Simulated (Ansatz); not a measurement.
# CH₂Ge (triplet): wave-function methods side by side at distance Ge1–C2 = 2.194 Å, cc-pVTZ

One table from this session's results is given with a row withheld; the runs are named, their logs left out.

Program: Ansatz 0.2.0, Gaussian basis. Level of theory: cc-pVTZ, core rule «outside noble gas», up to 15 orbitals frozen. These are calculated values, not measurements.

The runs, in order: UHF; CCSD(T) on ROHF; CCSD(T) on UHF; BCCD(T) on ROHF; CCSDT(Q) on ROHF; CCSDT(Q) on UHF; CASSCF and NEVPT2, 4 electrons in 4 orbitals; CASSCF and NEVPT2, 10 electrons in 10 orbitals.

1 further run of the same task is left out (for a known fault of the program). Runs told in other sessions of the task aren't counted.

### What is computed

The geometry derives from a PBE0/def2-TZVP stationary point (not a proven minimum). One bond is set to the value named and the two fragments are kept rigid. No spin-orbit coupling is included. The filled d shell of Ge may be among the frozen orbitals whatever the setting's name suggests.

4 atoms, charge 0, spin multiplicity 3.

Atoms are counted from 1 here; the program's logs count them from 0.

Bond lengths: Ge1–C2 2.194 Å, C2–H3 1.091 Å, C2–H4 1.091 Å. Angles: Ge1–C2–H3 123.6°, Ge1–C2–H4 123.6°, H3–C2–H4 112.9°.

The first run:

The input, in.yaml:

```yaml
crystal:
  periodic: [false, false, false]
  atoms:
    - {symbol: Ge, position_ang: [0.000000, 0.000000, 0.369114]}
    - {symbol: C, position_ang: [0.000000, 0.000000, -1.824886]}
    - {symbol: H, position_ang: [0.000000, 0.908852, -2.427857]}
    - {symbol: H, position_ang: [0.000000, -0.908852, -2.427857]}
basis:
  gaussian: {orbitals: cc-pVTZ}
magnetization: {spin_polarized: true, initial_magnetization: 2}
hamiltonian: {xc: hf}
output: {orbitals: {seedname: orbitals}}
```

On the command line:

```console
$ ansatz run in.yaml --threads 1 --pin off --events-out ev --progress --plain --max-ram 2816MiB --backend cpu
```

Among the steps run: UHF; CCSD(T) on ROHF; CCSD(T) on UHF; BCCD(T) on ROHF; CCSDT(Q) on ROHF; CCSDT(Q) on UHF; CASSCF and NEVPT2, 4 electrons in 4 orbitals; CASSCF and NEVPT2, 10 electrons in 10 orbitals.

One of the session's tables, all rows but one given; the rest of the session is left out.

| method | from UCCSDT(Q) (kJ/mol) |
| --- | --- |
| ROHF | +696.7 |
| UHF | +676.2 |
| RMP2 | +109.3 |
| UMP2 | +114.6 |
| RCCSD | +31.8 |
| UCCSD | ? |
| RCCSD(T) | +5.1 |
| UCCSD(T) | +4.9 |
| BCCD(T) | +5.1 |
| RCCSDT | +1.9 |
| UCCSDT | +1.5 |
| RCCSDT(Q) | +0.5 |
| UCCSDT(Q) | 0 |
| CASSCF pair | +648.5 |
| NEVPT2 pair | +110.1 |
| CASSCF valence | +471.3 |
| NEVPT2 valence | +106.4 |

Estimate the missing values for UCCSD.

The run gave: from UCCSDT(Q) (kJ/mol): +30.9. In the column «from UCCSDT(Q) (kJ/mol)» it lies between BCCD(T) (+5.1) and RCCSD (+31.8).

Caveats from the session: Restricted and unrestricted rows rest on different reference determinants; a gap between their highest levels can come from leftover correlation error, from unlike frozen cores or from another state.
